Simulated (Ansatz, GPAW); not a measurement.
## A script for MoSeO (PBE in single-zeta orbitals)

These are simulated results from GPAW 26.7.0, not measurements. The cell was built from a prototype and was relaxed with r2SCAN in plane waves (Ansatz 0.2.0). It may be hypothetical. It is a single sheet, repeated along a and b, with vacuum along c. All runs are without spin polarisation.

The sheet's in-plane cell has a = 3.120 Å, b = 3.120 Å (γ = 120.0°), and its outermost atoms lie 2.78 Å apart along the normal. Around Mo lie 3 O at 2.06 Å and 3 Se at 2.53 Å; around O lie 3 Mo at 2.06 Å; around Se lie 3 Mo at 2.53 Å.

The basis is minimal: single zeta, one radial function for each shell that the log's basis lists. It describes the filled bands fairly and the empty ones poorly.

Input script:

```python
import json
from ase import Atoms
from gpaw import GPAW, PW, FermiDirac

atoms = Atoms(['Mo', 'O', 'Se'],
              cell=[[3.119522, -0.0, -0.0], [-1.559761, 2.701586, 0.0], [-0.0, -0.0, 29.714226]],
              scaled_positions=[[0.0, 0.0, 0.311655], [0.333333, 0.666667, 0.345293], [0.666667, 0.333333, 0.251708]],
              pbc=True)
calc = GPAW(mode='lcao', basis='sz(dzp)', h=0.2, xc='PBE', kpts={'size': (6, 6, 1), 'gamma': True},
            occupations=FermiDirac(0.02), maxiter=100, legacy_gpaw=True, txt='gpaw.txt')
atoms.calc = calc
res = {'energy': atoms.get_potential_energy(force_consistent=True)}
res['electrons'] = calc.get_number_of_electrons()
res['k'] = calc.get_ibz_k_points().tolist()
res['levels'] = [calc.get_eigenvalues(kpt=i).tolist() for i in range(len(res['k']))]
points = [[0.0, 0.0, 0.0], [0.5, 0.0, 0.0], [0.333333, 0.333333, 0.0]]
bands = calc.fixed_density(kpts=points, symmetry='off', txt='bands.txt')
res['points'] = [bands.get_eigenvalues(kpt=i).tolist() for i in range(len(points))]
json.dump(res, open('results.json', 'w'))
print('free energy (eV):', round(res['energy'], 5))
```

Command: `python run.py`. It took 15 s on 1 thread of Arm Neoverse V1, on a shared host, peak memory 0.18 GiB.

The log gpaw.txt, trimmed of paths, versions and times, then the last line on the terminal. An iter line gives the energy in eV and the logarithms of the changes of orbitals (plane waves alone) and density (c: converged):

```
___ ___ ___ _ _ _
 |   |   |_  | | | |

 | | | | | . | | | |

 |__ |  _|___|_____|  26.7.0
 |___|_|

Input parameters:
  basis: sz(dzp)
  h: 0.2
  kpts: {gamma: True,
         size: (6, 6, 1)}
  maxiter: 100
  mode: lcao
  occupations: {fixmagmom: False,
                name: fermi-dirac,
                width: 0.02}
  xc: PBE

System changes: positions, numbers, cell, pbc, initial_charges, initial_magmoms

Initialize ...

species:
  Mo:
    name:    Molybdenum
    Z:       42.0
    valence: 14
    core:    28
    charge:  0.0  # [|e|]
    compensation charges:
      type: gauss
      rc: 0.38  # [Å]
      lmax: 2
    cutoffs:
      filter: 2.16  # [Å]
      core: 1.42  # [Å]
    projectors
    | kind |    occ | energy [eV] | rcut [Å] |

    |------|--------|-------------|----------|

    |   4s |  2.000 |     -64.307 |    1.238 |

    |   5s |  1.000 |      -4.084 |    1.238 |

    |   4p |  6.000 |     -38.491 |    1.296 |

    |   5p |  0.000 |      -1.044 |    1.296 |

    |   4d |  5.000 |      -3.754 |    1.296 |

    |    d |        |      23.458 |    1.296 |

    LCAO basis set for Mo:
      Name: sz(dzp)
      Number of radial functions: 5
      Number of spherical harmonics: 13
        l=0, rc=3.5469 Bohr: 4s-sz confined orbital
        l=0, rc=10.0469 Bohr: 5s-sz confined orbital
        l=1, rc=4.0781 Bohr: 4p-sz confined orbital
        l=1, rc=14.0938 Bohr: 5p-sz confined orbital
        l=2, rc=7.2031 Bohr: 4d-sz confined orbital
      Number of RI-basis functions 0

  O:
    name:    Oxygen
    Z:       8.0
    valence: 6
    core:    2
    charge:  0.0  # [|e|]
    compensation charges:
      type: gauss
      rc: 0.21  # [Å]
      lmax: 2
    cutoffs:
      filter: 1.17  # [Å]
      core: 0.83  # [Å]
    projectors
    | kind |    occ | energy [eV] | rcut [Å] |

    |------|--------|-------------|----------|

    |   2s |  2.000 |     -23.961 |    0.688 |

    |   2p |  4.000 |      -9.029 |    0.598 |

    |    s |        |       3.251 |    0.688 |

    |    p |        |      18.182 |    0.598 |

    |    d |        |       0.000 |    0.619 |

    LCAO basis set for O:
      Name: sz(dzp)
      Number of radial functions: 2
      Number of spherical harmonics: 4
        l=0, rc=4.3438 Bohr: 2s-sz confined orbital
        l=1, rc=5.3906 Bohr: 2p-sz confined orbital
      Number of RI-basis functions 0

  Se:
    name:    Selenium
    Z:       34.0
    valence: 6
    core:    28
    charge:  0.0  # [|e|]
    compensation charges:
      type: gauss
      rc: 0.27  # [Å]
      lmax: 2
    cutoffs:
      filter: 1.77  # [Å]
      core: 2.67  # [Å]
    projectors
    | kind |    occ | energy [eV] | rcut [Å] |

    |------|--------|-------------|----------|

    |   4s |  2.000 |     -17.277 |    0.847 |

    |   4p |  4.000 |      -6.512 |    1.005 |

    |    s |        |       9.935 |    0.847 |

    |    p |        |      20.699 |    1.005 |

    |    d |        |       0.000 |    0.847 |

    LCAO basis set for Se:
      Name: sz(dzp)
      Number of radial functions: 2
      Number of spherical harmonics: 4
        l=0, rc=5.7344 Bohr: 4s-sz confined orbital
        l=1, rc=7.2656 Bohr: 4p-sz confined orbital
      Number of RI-basis functions 0

Reference energy: -178278.457063  # eV

Spin-paired calculation

Convergence criteria:
 Maximum [total energy] change in last 3 cyles: 0.0005 eV / valence electron
 Maximum integral of absolute [dens]ity change: 0.0001 electrons / valence electron
 Maximum integral of absolute [eigenst]ate change: 4e-08 eV^2 / valence electron
 Maximum number of scf [iter]ations: 100
 (Square brackets indicate name in SCF output, whereas a 'c' in
 the SCF output indicates the quantity has converged.)

Symmetries present (total): 1

  ( 1  0  0)
  ( 0  1  0)
  ( 0  0  1)

36 k-points: 6 x 6 x 1 Monkhorst-Pack grid + [1/12,1/12,0.000000]
20 k-points in the irreducible part of the Brillouin zone
       k-points in crystal coordinates                weights
   0:     0.00000000    0.00000000    0.00000000          1/36
   1:     0.00000000    0.16666667    0.00000000          2/36
   2:     0.00000000    0.33333333    0.00000000          2/36
   3:     0.00000000    0.50000000    0.00000000          1/36
   4:     0.16666667   -0.33333333    0.00000000          2/36
   5:     0.16666667   -0.16666667    0.00000000          2/36
   6:     0.16666667    0.00000000    0.00000000          2/36
   7:     0.16666667    0.16666667    0.00000000          2/36
   8:     0.16666667    0.33333333    0.00000000          2/36
   9:     0.16666667    0.50000000    0.00000000          2/36
          ...
  19:     0.50000000    0.50000000    0.00000000          1/36

Wave functions: LCAO
  Diagonalizer: Serial LAPACK
  Atomic Correction: dense with blas
  Data-type: complex

Occupation numbers: Fermi-Dirac:
  width: 0.0200  # eV

Eigensolver
   LCAO using direct dense diagonalizer

Densities:
  Coarse grid: 12*12*148 grid
  Fine grid: 24*24*296 grid
  Total Charge: 0.000000

Density mixing:
  Method: separate
  Backend: msr1
  Linear mixing parameter: 0.05
  old densities: 10
  Width of damping distribution: 1.1
  Damping of long wavelength oscillations: 20

Hamiltonian:
  XC and Coulomb potentials evaluated on a 24*24*296 grid
  Using the PBE Exchange-Correlation functional
  Interpolation: tri-quintic (5. degree polynomial)
  Poisson solver: FastPoissonSolver using
    Stencil: 8*3+1=25 point O(h^6) finite-difference Laplacian
    FFT axes: [np.int64(0), np.int64(1), np.int64(2)]
    FST axes: []

XC parameters: PBE with 2 nearest neighbor stencil

Memory estimate:
  Process memory now: 130.42 MiB
  Calculator: 22.02 MiB
    Density: 13.06 MiB
      Arrays: 4.23 MiB
      Localized functions: 5.58 MiB
      Mixer: 3.25 MiB
    Hamiltonian: 3.14 MiB
      Arrays: 2.76 MiB
      XC: 0.00 MiB
      Poisson: 0.00 MiB
      vbar: 0.37 MiB
    Wavefunctions: 5.82 MiB
      C [qnM]: 0.13 MiB
      S, T [2 x qmm]: 0.27 MiB
      P [aqMi]: 0.02 MiB
      BasisFunctions: 5.41 MiB
      Eigensolver: 0.00 MiB

Total number of cores used: 1

Number of atoms: 3
Number of atomic orbitals: 21
Number of bands in calculation: 20
Number of valence electrons: 26
Bands to converge: occupied
Positions:
   0 Mo     0.000000    0.000000    9.260587    ( 0.0000,  0.0000,  0.0000)
   1 O     -0.000002    1.801058   10.260114    ( 0.0000,  0.0000,  0.0000)
   2 Se     1.559763    0.900528    7.479308    ( 0.0000,  0.0000,  0.0000)

Unit cell:
           periodic     x           y           z      points  spacing
  1. axis:    yes    3.119522   -0.000000   -0.000000    12     0.2251
  2. axis:    yes   -1.559761    2.701586    0.000000    12     0.2251
  3. axis:    yes   -0.000000   -0.000000   29.714226   148     0.2008

  Lengths:   3.119522   3.119523  29.714226
  Angles:   90.000000  90.000000 119.999994

Effective grid spacing dv^(1/3) = 0.2273

iter:   1   -21.400901        c
iter:   2   -20.492575        c -1.19
iter:   3   -18.952513        c -1.25
iter:   4   -18.853921        c -1.45
iter:   5   -18.937910        c -1.64
iter:   6   -18.732931        c -1.62
iter:   7   -18.690972        c -2.05
iter:   8   -18.690221        c -2.63
iter:   9   -18.689931c       c -3.06
iter:  10   -18.689928c       c -3.72
iter:  11   -18.689928c       c -4.21c

Converged after 11 iterations.

Energy contributions relative to reference atoms: (reference = -178278.457063)

Kinetic:         +5.512193
Potential:       -8.801267
External:        +0.000000
XC:             -16.321322
Entropy (-ST):   -0.002107
Local:           +0.921521
SIC:             +0.000000
--------------------------
Free energy:    -18.690982
Extrapolated:   -18.689928

Showing only first 2 kpts
 Kpt  Band  Eigenvalues  Occupancy
  0    11     -4.07601    2.00000
  0    12     -3.17740    1.23924
  0    13     -3.17035    1.06764
  0    14     -2.72763    0.00000

  1    11     -4.91430    2.00000
  1    12     -3.67105    2.00000
  1    13     -2.48381    0.00000
  1    14     -2.26359    0.00000

Fermi level: -3.16764

No gap
No difference between direct/indirect transitions

free energy (eV): -18.69098
```

The gap in the log is over the mesh alone; results.json adds the listed points. PBE in single-zeta orbitals gives a level spacing of 0.01 eV, too small to call a gap. On the same cell, plane-wave PBE (Ansatz, 12×12×1 k points and the special points) gives no gap (an overlap of 0.10 eV at the points read) and r2SCAN no gap (an overlap of 0.14 eV at the points read); on shared hosts these took about 15 and 35 core-seconds on the 3-atom cell, against 15 for the script.

The runs are scalar-relativistic, without spin-orbit coupling.
